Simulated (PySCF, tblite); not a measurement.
**AlBH6O3Si2 (triplet), a small gas-phase stand-in for a defect centre: EPR parameters**

Wanted: the EPR parameters for `[OH][Al]([OH])[O][Si]B[SiH3]`. It is drawn as: twofold Si.

Computed with tblite 0.8.0 and PySCF 2.14.0; each step states its level. No surroundings beyond the atoms listed, unless a continuum is named. Atoms count from 0, parts from 1.

## 1. The system as given

13 atoms, charge 0, multiplicity 3; geometry: distance geometry start.

## 2. Relaxing the cluster with GFN2-xTB

Job settings and geometry (Å):

```
{"job": {"kind": "relax", "xc": "GFN2-xTB", "basis": "xTB"}, "charge": 0, "multiplicity": 3}
Si    -0.872834    -0.754059    -0.514102
O      0.094262    -1.291135     0.876464
Al     1.812726    -0.692713     1.278814
O      1.890458     0.897750     2.262473
O      3.088883    -0.908620    -0.060602
B     -1.828591     0.184163    -1.931781
Si    -1.001268     1.809117    -2.617163
H      1.271419     1.638308     2.182086
H      3.953465    -0.432585    -0.080519
H     -2.964506     0.162473    -1.895282
H     -1.128869     1.835775    -4.055014
H     -1.671539     2.934149    -2.067732
H      0.368853     1.819736    -2.282249
```

With the program's defaults for keys left out, this is: GFN2-xTB geometry optimisation, gas phase.

On the command line:

```console
OMP_NUM_THREADS=1 python cluster_run.py task.json out
```

This one command runs all jobs of the session in turn.

Output:

```text
step      E/eV     max force
  0    -573.25270    3.841
  1    -573.88053    3.243
  2    -574.35388    7.510
  3    -574.69694    1.257
  4    -574.80799    1.023
  5    -574.91204    1.155
  6    -575.00734    1.086
  7    -575.08685    0.814
  8    -575.11651    0.531
  9    -575.16241    0.728
 10    -575.19486    0.781
 11    -575.24303    0.921
 12    -575.27642    0.631
 13    -575.30648    0.496
 14    -575.32090    0.414
 15    -575.34011    0.389
 16    -575.35622    0.485
 17    -575.36970    0.496
 18    -575.38628    0.648
 19    -575.40460    0.417
 20    -575.42264    0.371
 21    -575.43380    0.383
 22    -575.44395    0.413
 23    -575.45625    0.398
 24    -575.46573    0.327
 25    -575.47268    0.228
 26    -575.47690    0.205
 27    -575.48215    0.211
 28    -575.48654    0.261
 29    -575.49411    0.239
 30    -575.50010    0.190
 31    -575.50432    0.398
 32    -575.50608    0.249
 33    -575.51077    0.191
 34    -575.51647    0.217
 35    -575.52467    0.303
 36    -575.52823    0.127
 37    -575.53067    0.126
 38    -575.53245    0.187
 39    -575.53448    0.179
 40    -575.53649    0.118
 41    -575.53834    0.097
 42    -575.53985    0.134
 43    -575.54170    0.217
 44    -575.54409    0.232
 45    -575.54709    0.216
 46    -575.55062    0.188
 47    -575.55430    0.181
 48    -575.55869    0.327
 49    -575.56593    0.491
 50    -575.57549    0.554
 51    -575.58605    0.326
 52    -575.59381    0.336
 53    -575.60135    0.346
 54    -575.61222    0.361
 55    -575.63562    0.442
 56    -575.65783    0.527
 57    -575.68426    0.624
 58    -575.72017    0.632
 59    -575.76239    0.800
 60    -575.75336    0.880
 61    -575.82082    1.063
 62    -575.82913    0.729
 63    -575.87478    0.482
 64    -575.91145    0.499
 65    -575.93166    1.110
 66    -575.95752    0.571
 67    -575.96895    0.406
 68    -575.99460    0.477
 69    -576.00371    0.294
 70    -576.01218    0.191
 71    -576.01712    0.252
 72    -576.02114    0.231
 73    -576.02669    0.225
 74    -576.03573    0.256
 75    -576.04175    0.298
 76    -576.04860    0.315
 77    -576.05367    0.212
 78    -576.05878    0.203
 79    -576.06387    0.201
 80    -576.06823    0.215
 81    -576.07235    0.169
 82    -576.07578    0.141
 83    -576.07868    0.164
 84    -576.08198    0.198
 85    -576.08476    0.143
 86    -576.08654    0.343
 87    -576.08885    0.133
 88    -576.09053    0.131
 89    -576.09361    0.254
 90    -576.09488    0.172
 91    -576.09708    0.144
 92    -576.09796    0.086
 93    -576.09844    0.072
 94    -576.09878    0.053
 95    -576.09919    0.050
 96    -576.09960    0.058
 97    -576.10043    0.088
 98    -576.10120    0.089
 99    -576.10176    0.057
100    -576.10205    0.037
101    -576.10223    0.028
102    -576.10238    0.035
103    -576.10254    0.044
104    -576.10271    0.046
105    -576.10286    0.029
106    -576.10295    0.018
107    -576.10298    0.014
108    -576.10299    0.013
109    -576.10301    0.011
110    -576.10303    0.014
111    -576.10305    0.013
112    -576.10307    0.010
113    -576.10308    0.007
```

It took 2.9 s on 1 thread of Intel Xeon 6975P-C, shared host.

Along the way:

```csv
step,energy from step 0 (eV),largest force (eV/Å)
0,0.0000,3.8411
4,-1.5553,1.0235
8,-1.8638,0.5312
12,-2.0237,0.6309
16,-2.1035,0.4851
20,-2.1699,0.3715
24,-2.2130,0.3270
28,-2.2338,0.2607
32,-2.2534,0.2487
36,-2.2755,0.1273
40,-2.2838,0.1180
44,-2.2914,0.2323
48,-2.3060,0.3270
52,-2.3411,0.3356
56,-2.4051,0.5271
60,-2.5007,0.8797
64,-2.6587,0.4987
68,-2.7419,0.4772
72,-2.7684,0.2310
76,-2.7959,0.3157
80,-2.8155,0.2150
84,-2.8293,0.1981
88,-2.8378,0.1309
92,-2.8453,0.0856
96,-2.8469,0.0580
100,-2.8493,0.0371
104,-2.8500,0.0465
108,-2.8503,0.0135
112,-2.8504,0.0100
113,-2.8504,0.0073
```

Distances of close pairs at the start and the end, largest changes first:

```csv
bond,before (Å),after (Å),change (Å)
Al2–H12,4.591,1.662,-2.929
Si6–H12,1.411,1.865,+0.454
Al2–O3,1.872,1.651,-0.221
Al2–O4,1.863,1.651,-0.211
Si0–O1,1.777,1.566,-0.211
O1–Al2,1.864,1.765,-0.099
Si6–H11,1.420,1.482,+0.062
O4–H8,0.987,0.942,-0.045
```

Bonds that formed: Al2–H12.

## 3. Optimising the geometry at PBE0-D3(BJ)/def2-SVP

Job settings and geometry (Å):

```
{"job": {"xc": "PBE0", "basis": "def2-SVP", "d3": "d3bj", "grid": 2, "kind": "geom", "shake": 0.01}, "charge": 0, "multiplicity": 3}
Si    -1.534667    -1.749423     0.365523
O     -0.200749    -1.405824     1.065495
Al     1.118149    -0.251154     0.964643
O      1.174840     0.760789     2.277428
O      2.436337    -0.944817     0.214381
B     -2.176094    -0.555146    -1.040680
Si    -0.977616     0.906638    -1.378614
H      1.173076     1.276364     3.066785
H      3.209392    -1.354880    -0.093286
H     -3.184322    -0.781281    -1.588282
H     -0.200294     1.076377    -2.607919
H     -1.262462     2.315813    -0.999322
H      0.434618     0.689173    -0.238747
```

Output:

```text
step   0  E = -1074.55246173  max force = 0.040961
step   1  E = -1074.56364727  max force = 0.041482
step   2  E = -1074.53074257  max force = 0.109582
step   3  E = -1074.56079415  max force = 0.034936
step   4  E = -1074.56534314  max force = 0.032277
step   5  E = -1074.57109403  max force = 0.012949
step   6  E = -1074.57225972  max force = 0.013473
step   7  E = -1074.57399515  max force = 0.009253
step   8  E = -1074.57419343  max force = 0.007843
step   9  E = -1074.57555326  max force = 0.006368
step  10  E = -1074.57599313  max force = 0.003937
step  11  E = -1074.57649767  max force = 0.002967
step  12  E = -1074.57686399  max force = 0.003812
step  13  E = -1074.57739558  max force = 0.004809
step  14  E = -1074.57804622  max force = 0.012443
step  15  E = -1074.57861136  max force = 0.014169
step  16  E = -1074.57990926  max force = 0.005215
step  17  E = -1074.58114988  max force = 0.005387
step  18  E = -1074.58172940  max force = 0.006696
step  19  E = -1074.58255957  max force = 0.004452
step  20  E = -1074.58308708  max force = 0.004300
step  21  E = -1074.58343852  max force = 0.010574
step  22  E = -1074.58470403  max force = 0.005084
step  23  E = -1074.58498667  max force = 0.003394
step  24  E = -1074.58520823  max force = 0.001554
step  25  E = -1074.58525735  max force = 0.001179
step  26  E = -1074.58528997  max force = 0.000830
step  27  E = -1074.58532677  max force = 0.000777
step  28  E = -1074.58537715  max force = 0.000627
step  29  E = -1074.58542971  max force = 0.000712
step  30  E = -1074.58547481  max force = 0.000748
step  31  E = -1074.58551783  max force = 0.000727
step  32  E = -1074.58554558  max force = 0.000484
step  33  E = -1074.58555726  max force = 0.000344
optimisation converged
```

It took 7.3 min on 1 thread of Intel Xeon 6975P-C, shared host; peak memory 0.79 GiB.

Relaxation path: (not every step is listed) (the energy doesn't fall at every step)

```csv
step,energy from step 0 (eV),largest force component (eV/Å)
0,0.0000,2.1063
1,-0.3044,2.1331
2,0.5910,5.6349
3,-0.2267,1.7965
4,-0.3505,1.6598
5,-0.5070,0.6659
6,-0.5387,0.6928
7,-0.5860,0.4758
8,-0.5913,0.4033
10,-0.6403,0.2024
12,-0.6640,0.1960
14,-0.6962,0.6398
16,-0.7469,0.2682
18,-0.7964,0.3443
20,-0.8334,0.2211
22,-0.8774,0.2614
24,-0.8911,0.0799
26,-0.8933,0.0427
28,-0.8957,0.0322
29,-0.8971,0.0366
30,-0.8983,0.0385
31,-0.8995,0.0374
32,-0.9003,0.0249
33,-0.9006,0.0177
```

Distances of close pairs at the start and the end, largest changes first:

```csv
bond,before (Å),after (Å),change (Å)
Si6–H12,1.828,1.541,-0.287
Al2–H12,1.673,1.936,+0.263
Si0–O1,1.545,1.625,+0.080
B5–Si6,1.920,1.991,+0.071
Al2–O3,1.659,1.698,+0.039
B5–H9,1.169,1.204,+0.035
Al2–O4,1.668,1.699,+0.031
O4–H8,0.928,0.958,+0.031
```

The final coordinates are the input of the step that follows.

```csv
at the end point,value
point group (found at 0.08 Å tolerance),C1
"rotational constants (GHz, main isotopes)","1.846, 1.105, 0.870"
dipole moment (D),1.18
⟨S²⟩,2.006
```

## 4. g tensor and hyperfine couplings: B3LYP/IGLO-III+pcH-1

Job settings and geometry (Å):

```
{"job": {"kind": "epr"}, "charge": 0, "multiplicity": 3}
Si    -1.666760    -1.752779     0.418158
O     -0.365334    -1.387684     1.319573
Al     1.057397    -0.413800     1.028163
O      1.699296     0.572771     2.251541
O      2.020731    -1.009677    -0.238487
B     -2.055643    -0.576156    -1.077572
Si    -0.767711     0.939247    -1.175442
H      1.244972     0.851049     3.046891
H      2.894011    -0.671112    -0.440757
H     -2.987530    -0.761712    -1.816977
H      0.237834     0.906368    -2.278829
H     -1.389037     2.301300    -1.134440
H      0.087980     0.984814     0.105582
```

Level: UKS B3LYP, IGLO-III on Al B O Si, pcH-1 on H, non-relativistic, mean-field spin-orbit, GIAO.

Output:

```text
UKS, coarse grid
  cycle   1  E = -1075.48057335  |g| = 1.07e+00
  cycle   2  E = -1073.33361497  |g| = 2.34e+00
  cycle   3  E = -1075.83334748  |g| = 2.68e-01
  cycle   4  E = -1075.87577494  |g| = 1.33e-01
  cycle   5  E = -1075.88598167  |g| = 6.42e-02
  cycle   6  E = -1075.88804859  |g| = 2.02e-02
  cycle   7  E = -1075.88817689  |g| = 9.09e-03
  cycle   8  E = -1075.88821223  |g| = 2.04e-03
  cycle   9  E = -1075.88821486  |g| = 6.27e-04
UKS, final grid
  cycle   1  E = -1075.88820368  |g| = 6.83e-04
  cycle   2  E = -1075.88820349  |g| = 1.00e-03
  cycle   3  E = -1075.88820393  |g| = 1.50e-04
  cycle   4  E = -1075.88820394  |g| = 5.05e-05
  cycle   5  E = -1075.88820395  |g| = 4.64e-05
  cycle   6  E = -1075.88820395  |g| = 1.11e-05
E = -1075.88820395 Eh   <S^2> = 2.0047 (exact 2.0000)
g shifts (ppm)      1          2          3
  rmc          -127       -127       -127
  gc             30         13         63
  oz_so       -3699        319        632
  total       -3796        204        567
hyperfine (MHz)  atom isotope    a_iso     a_fc   dipolar eigenvalues
    0  29Si    -212.80    -213.72    -51.17     -2.45     53.62
    1   17O     -31.25     -31.23     -5.54     -4.16      9.70
    2  27Al      16.59      16.62     -1.41     -1.16      2.57
    3   17O      -0.18      -0.19     -0.64      0.29      0.34
    4   17O      -0.15      -0.15     -0.22     -0.06      0.27
    5   11B      67.41      67.52    -20.61      4.29     16.33
    6  29Si      -3.36      -3.38     -7.82      3.78      4.04
    7    1H      -0.10      -0.10     -0.66     -0.52      1.18
    8    1H      -0.01      -0.01     -0.69     -0.54      1.23
    9    1H     -23.03     -23.01     -7.01     -3.91     10.91
   10    1H      25.04      25.04     -1.66     -0.94      2.60
   11    1H      23.15      23.15     -1.66     -0.98      2.65
   12    1H      -2.64      -2.64     -2.09     -0.91      2.99
zero-field splitting (cm-1)  D = 0.7194  E = 0.0097  (spin-spin 0.1576, spin-orbit 0.5895)
```

Wall time 99 s (1 thread of Intel Xeon 6975P-C, shared host); peak memory 1.3 GiB.

Principal g values 1.99852, 2.00252, 2.00289; g(iso) = 2.00131, against 2.00232 for a free electron.

Hyperfine couplings, nucleus by nucleus at this fixed geometry (no averaging over rotations):

```csv
nuclei,isotope,a(iso) (MHz),"a(iso) (G, at g = 2.0023)",largest dipolar term (MHz)
Si0,29Si,-212.8,-75.9,53.6
B5,11B,67.4,24.1,-20.6
O1,17O,-31.3,-11.2,9.7
H10,1H,25.0,8.9,2.6
H11,1H,23.2,8.3,2.6
H9,1H,-23.0,-8.2,10.9
Al2,27Al,16.6,5.9,2.6
Si6,29Si,-3.4,-1.2,-7.8
H12,1H,-2.6,-0.9,3.0
O3,17O,-0.2,-0.1,-0.6
O4,17O,-0.1,-0.1,0.3
H7,1H,-0.1,0.0,1.2
H8,1H,0.0,0.0,1.2
```

Zero-field splitting: D = 0.719 cm⁻¹ (spin-spin 0.158, spin-orbit 0.589), E = 0.010 cm⁻¹.

Mulliken spin populations:

Si0 1.04; O1 0.07; Al2 0.01; O3 0.00; O4 0.00; B5 0.81; Si6 0.05; H7 0.00; H8 0.00; H9 -0.04; H10 0.02; H11 0.02; H12 0.00

## 5. EPR parameters: BHandHLYP/IGLO-III+pcH-1

Same as in step 4 but for these lines:

```diff
@@ -1,2 +1,2 @@
-{"job": {"kind": "epr"}, "charge": 0, "multiplicity": 3}
+{"job": {"kind": "epr", "xc": "BHandHLYP"}, "charge": 0, "multiplicity": 3}
 Si    -1.666760    -1.752779     0.418158
```

With the program's defaults for keys left out, this is: UKS BHandHLYP, IGLO-III on Al B O Si, pcH-1 on H, non-relativistic, mean-field spin-orbit, GIAO.

Output:

```text
UKS, coarse grid
  cycle   1  E = -1075.39510406  |g| = 8.86e-01
  cycle   2  E = -1075.15540919  |g| = 1.21e+00
  cycle   3  E = -1075.68529314  |g| = 1.10e-01
  cycle   4  E = -1075.68903398  |g| = 7.00e-02
  cycle   5  E = -1075.69100285  |g| = 9.86e-03
  cycle   6  E = -1075.69109315  |g| = 3.67e-03
  cycle   7  E = -1075.69111948  |g| = 1.95e-03
  cycle   8  E = -1075.69112857  |g| = 8.57e-04
UKS, final grid
  cycle   1  E = -1075.69112497  |g| = 6.61e-04
  cycle   2  E = -1075.69112596  |g| = 6.18e-04
  cycle   3  E = -1075.69112635  |g| = 2.94e-04
  cycle   4  E = -1075.69112681  |g| = 2.10e-04
  cycle   5  E = -1075.69112691  |g| = 3.82e-05
  cycle   6  E = -1075.69112692  |g| = 2.02e-05
E = -1075.69112692 Eh   <S^2> = 2.0076 (exact 2.0000)
g shifts (ppm)      1          2          3
  rmc          -126       -126       -126
  gc             31         13         62
  oz_so       -3823        289        547
  total       -3918        175        484
hyperfine (MHz)  atom isotope    a_iso     a_fc   dipolar eigenvalues
    0  29Si    -220.79    -221.71    -54.79     -1.57     56.36
    1   17O     -34.07     -34.05     -5.57     -3.86      9.42
    2  27Al      13.39      13.40     -1.27     -1.09      2.36
    3   17O      -0.15      -0.15     -0.49      0.22      0.27
    4   17O      -0.02      -0.02     -0.24     -0.02      0.26
    5   11B      71.34      71.45    -19.74      4.50     15.24
    6  29Si      -2.29      -2.31     -7.31      3.52      3.79
    7    1H      -0.08      -0.08     -0.62     -0.55      1.16
    8    1H      -0.09      -0.09     -0.68     -0.54      1.22
    9    1H     -24.89     -24.87     -6.97     -3.75     10.71
   10    1H      23.59      23.59     -1.58     -0.95      2.54
   11    1H      21.95      21.95     -1.58     -0.99      2.57
   12    1H      -3.02      -3.02     -2.01     -1.05      3.06
zero-field splitting (cm-1)  D = 0.6780  E = 0.0122  (spin-spin 0.1566, spin-orbit 0.5587)
```

Wall time 1.8 min (1 thread of Intel Xeon 6975P-C, shared host); peak memory 1.4 GiB.

In short: g(iso) 2.00123.

## 6. Side by side: EPR parameters

g, ⟨S²⟩ and isotropic hyperfine couplings (MHz), with basis size and wall time:

```csv
run,g(iso),⟨S²⟩,29Si Si0,11B B5,17O O1,1H H10,1H H11,functions,time
B3LYP/IGLO-III+pcH-1,2.00131,2.005,-212.8,67.4,-31.3,25.0,23.2,332,99 s
BHandHLYP/IGLO-III+pcH-1,2.00123,2.008,-220.8,71.3,-34.1,23.6,22.0,332,1.8 min
```

## 7. Results

| quantity | value |
| --- | --- |
| point group | C1 |
| rotational constants (main isotopes) | 1.85, 1.10, 0.87 GHz |
| D, E (B3LYP) | 0.719, 0.010 cm⁻¹ |
| g(iso) (B3LYP) | 2.00131 |
| ⟨S²⟩ | 2.005 (exact 2.00) |
| largest a(iso) | 29Si on Si0, -212.8 MHz |

What this shows: On relaxing, metal atoms bound new neighbours (Al2–H12). The start of the PBE0/def2-SVP relaxation was shaken at random by about 0.01 Å, so part of the energy gained, and of the first lengths quoted, undoes that. Relaxing lowered the energy by 0.901 eV in 33 steps; the close pair that moved most is Si6–H12, from 1.828 to 1.541 Å (PBE0/def2-SVP). The largest spin populations lie on Si0 (1.04 e), B5 (0.81 e). The isotropic g lies 1.0 ppt below the free-electron value. The coupling of 29Si on Si0 runs from -220.8 (BHandHLYP/IGLO-III+pcH-1) to -212.8 MHz (B3LYP/IGLO-III+pcH-1). The triplet was assumed; the singlet may lie lower. A capped cluster stands for the solid here, so long-range fields and strain are missing, and bands or shifts of the capping hydrogens have no counterpart in it.
